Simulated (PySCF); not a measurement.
**Changing the system itself: As2**

One physical setting of the base script is moved in each run, with the edits that it forces.

Program: PySCF 2.14.0. Level of theory: method and basis as typed in the scripts. These are calculated values, not measurements.

**1. The starting structure**

As2: 2 atoms, charge 0, spin multiplicity 1.

No contacts short enough for the rule that draws bonds.

**2. The base run**

Input file input.py:

```python
from pyscf import gto, scf

mol = gto.M(
    atom='As 0 0 0; As 0 0 2.702',
    basis='cc-pvdz',
    charge=0,
    spin=0,
    verbose=4,
)
mf = scf.RHF(mol)
mf.kernel()
mf.nuc_grad_method().kernel()
mf.dip_moment()
print('orbital energies (hartree):', mf.mo_energy[..., max(0, mol.nelec[1]-3):mol.nelec[0]+3].round(4))
```

Started as:

```sh
> python input.py
```

The log of this run is left out.

Base result: E(SCF) = -4468.219208 Eh, 7 cycles, μ = 0.00 D, gradient on the second atom 0.1404 Eh/bohr.

The bond length is a typed value, not an optimised one.

**3. Charge -1 (doublet, UHF)**

Run 1 changes charge: 0 → -1; spin (2S): 0 → 1; SCF type: RHF → UHF.

Input file input.py:

```python
from pyscf import gto, scf

mol = gto.M(
    atom='As 0 0 0; As 0 0 2.702',
    basis='cc-pvdz',
    charge=-1,
    spin=1,
    verbose=4,
)
mf = scf.UHF(mol)
mf.kernel()
mf.nuc_grad_method().kernel()
mf.dip_moment()
print('orbital energies (hartree):', [e[max(0, n-3):n+3].round(4) for e, n in zip(mf.mo_energy, mol.nelec)])
```

Started as:

```sh
> python input.py
```

**4. Charge +1 (doublet, UHF)**

Run 2 changes charge: 0 → 1; spin (2S): 0 → 1; SCF type: RHF → UHF.

Input file input.py:

```python
from pyscf import gto, scf

mol = gto.M(
    atom='As 0 0 0; As 0 0 2.702',
    basis='cc-pvdz',
    charge=1,
    spin=1,
    verbose=4,
)
mf = scf.UHF(mol)
mf.kernel()
mf.nuc_grad_method().kernel()
mf.dip_moment()
print('orbital energies (hartree):', [e[max(0, n-3):n+3].round(4) for e, n in zip(mf.mo_energy, mol.nelec)])
```

**5. PCM, ε = 78.36**

Run 3 changes solvent: none (gas phase) → PCM, ε = 78.36.

Changes to input.py since step 2:

```diff
@@ -1,2 +1,2 @@
-from pyscf import gto, scf
+from pyscf import gto, scf, solvent
 
@@ -10,2 +10,4 @@
 mf = scf.RHF(mol)
+mf = solvent.PCM(mf)
+mf.with_solvent.eps = 78.36
 mf.kernel()
```

**6. PCM, ε = 4.71**

Run 4 changes solvent: none (gas phase) → PCM, ε = 4.71.

Changes to input.py since step 2:

```diff
@@ -1,2 +1,2 @@
-from pyscf import gto, scf
+from pyscf import gto, scf, solvent
 
@@ -10,2 +10,4 @@
 mf = scf.RHF(mol)
+mf = solvent.PCM(mf)
+mf.with_solvent.eps = 4.71
 mf.kernel()
```

Q: Predict the outcome of this session. Wanted: for each run, E(SCF); from base; gap, α spin.

**Answer**, as computed:

```
                     run  E(SCF) (hartree)  from base (eV)  cycles  gap, α spin (eV)
                    base      -4468.219208               0       7              6.62
charge -1 (doublet, UHF)      -4468.278013         -1.6002       9              6.52
charge +1 (doublet, UHF)      -4467.948641         +7.3625       9              6.04
          PCM, ε = 78.36      -4468.220972         -0.0480       7              6.69
           PCM, ε = 4.71      -4468.220577         -0.0372       7              6.67
```

In words: The largest comparable shift of the SCF energy, -0.048 eV, comes with the run “PCM, ε = 78.36”. At the SCF level, adding an electron (to the doublet) releases 1.60 eV at fixed geometry. At the SCF level, going to the doublet with one electron fewer costs 7.36 eV at fixed geometry, against 7.79 eV for the negative of the highest filled level. A continuum solvent with ε = 78.36 lowers the energy by 0.048 eV. A continuum solvent with ε = 4.71 lowers the energy by 0.037 eV.
